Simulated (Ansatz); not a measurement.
# S: pressure up to the limit of the methods

An exercise on one series of results from a longer session: the logs are not shown, and one member is left open.

Method: DFT, LDA, PAW with Ansatz's default frozen-core files, scalar-relativistic, in Ansatz 0.2.0.

1 further run of the same task is left out (set aside as unsound or not needed). Runs told in other sessions of the task aren't counted.

## The starting structure

Symmetry: Fm-3m, No. 225, cubic system. The conventional cell has a = 4.082 Å, b = 4.082 Å, c = 4.082 Å, α = 90.00°, β = 90.00°, γ = 90.00°. Around S (site symmetry m-3m) lie 12 S at 2.89 Å.

Coordinates:

```
CELL_PARAMETERS angstrom
0.00000 2.04083 2.04083
2.04083 0.00000 2.04083
2.04083 2.04083 0.00000
ATOMIC_POSITIONS crystal
S 0.00000 0.00000 0.00000
```

Whether this phase is the stable one at these pressures isn't tested.

Set-up of the first run:

The input, input.yaml:

```yaml
crystal:
  lattice:
    - [0.0, 2.040827551, 2.040827551]
    - [2.040827551, 0.0, 2.040827551]
    - [2.040827551, 2.040827551, 0.0]
  atoms:
    - { symbol: S, position: [0.0, 0.0, 0.0] }
kpoints:
  mp_grid: { grid: [16, 16, 16] }
scf:
  occupations: { method: fermi_dirac, width: 0.08 }
hamiltonian:
  xc: lda
  pseudopotentials: { kind: paw }
output:
  forces: true
  stress: true
relax:
  f_tol: 0.005
  max_steps: 40
  cell: {}
```

On the command line:

```
$ ansatz run input.yaml --threads 1 --pin off --max-ram 2048MiB --backend cpu --events-out ev --progress --plain --runs-dir out
```

Among the steps run: Cell relaxed at zero pressure, PAW; Volume scaled by 1, PAW; Volume scaled by 0.9, PAW; Volume scaled by 0.8, PAW; Volume scaled by 0.8, PAW (cutoff 300 eV); Volume scaled by 0.7, PAW; Volume scaled by 0.6, PAW; Volume scaled by 0.5, PAW; Volume scaled by 0.4, PAW.

One table of the session follows, with a row left open; its other results are not shown here.

```
             method  volume over the first  volume (Å³/atom)  pressure (GPa)
                PAW                      1            14.733            0.01
                PAW                    0.9                 ?               ?
                PAW                    0.8            11.786           35.13
                PAW                    0.7            10.313           72.53
                PAW                    0.6             8.840          138.86
                PAW                    0.5             7.366          264.09
                PAW                    0.4             5.893          530.93
PAW (cutoff 300 eV)                    0.8            11.786           35.10
```

**Question.** Estimate the row for PAW, 0.9.

As computed: volume (Å³/atom): 13.259; pressure (GPa): 13.13. In the column «volume (Å³/atom)» it lies between PAW (cutoff 300 eV), 0.8 (11.786) and PAW, 1 (14.733).

To keep in mind: At pressures up to 531 GPa the PAW spheres may overlap and frozen cores may not hold, so those PAW values are rough without an all-electron check. Warnings in the runs' records: cutoff below recommended.
